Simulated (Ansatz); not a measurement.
This script drives Ansatz's Python interface.

The script reads `POSCAR_sno2`:
```text
SnO2
1.0
   1.61709308    0.93362912    4.80059258
  -1.61709308    0.93362912    4.80059258
   0.00000000   -1.86725824    4.80059258
Sn O
1 2
Direct
   0.50000000    0.50000000    0.50000000
   0.23717000    0.23717000    0.23717000
   0.76283000    0.76283000    0.76283000
```

`dfpt.py`
```python
"""Zone-centre and zone-boundary phonons of SnO2 by linear response."""

from pathlib import Path
import warnings

import ansatz as az
from ase.io import read
import numpy as np


def main() -> None:
    warnings.simplefilter("ignore", az.DeckWarning)

    atoms = read("POSCAR_sno2", format="vasp")
    cell = az.Crystal.from_ase(atoms)

    calculation = (
        cell.calculation()
        .basis(41 * az.Ry)
        .occupations("Marzari-Vanderbilt", width=0.02)
        .functional("LDA")
        .pseudopotentials("paw")
        .kpoints(6, 6, 6)
        .phonons("dfpt", points=[(0, 0, 0), (0.5, 0, 0), (0.5, 0.5, 0.5)])
    )
    res = calculation.run(threads=1, runs_dir="runs")
    ph = res.phonons

    for q in ph.qpoints:
        thz = np.asarray(q.omega_inv_cm) / 33.35641
        print("q = ({:.2f}, {:.2f}, {:.2f})".format(*q.q_frac), np.round(thz, 2) + 0.0, "THz")


if __name__ == "__main__":
    main()
```

It is started by `python dfpt.py`. How long does it take on 1 thread of Intel(R) Xeon(R) Processor @ 2.30GHz (shared host), and how much memory does it need?

It took about 93 s, with a peak of 0.88 GiB, for 1 run of the engine.

`python dfpt.py` gives:
```text
q = (0.00, 0.00, 0.00) [ 0.    0.    0.   10.71 10.71 12.35 12.35 13.44 13.91] THz
q = (0.50, 0.00, 0.00) [ 3.04  4.7   7.75  9.88 11.96 12.35 13.76 14.77 16.  ] THz
q = (0.50, 0.50, 0.50) [-0.72  0.81  0.81 10.74 10.74 12.33 12.33 13.86 15.46] THz
```

The cell isn't relaxed first, so the values belong to this volume. No non-analytic term is added, so at the zone centre the longitudinal optical modes of a polar crystal aren't split off. This cell is a computed structure, which may not be the phase found in nature. The structure is taken as given; imaginary modes can come from an unrelaxed or unstable start.
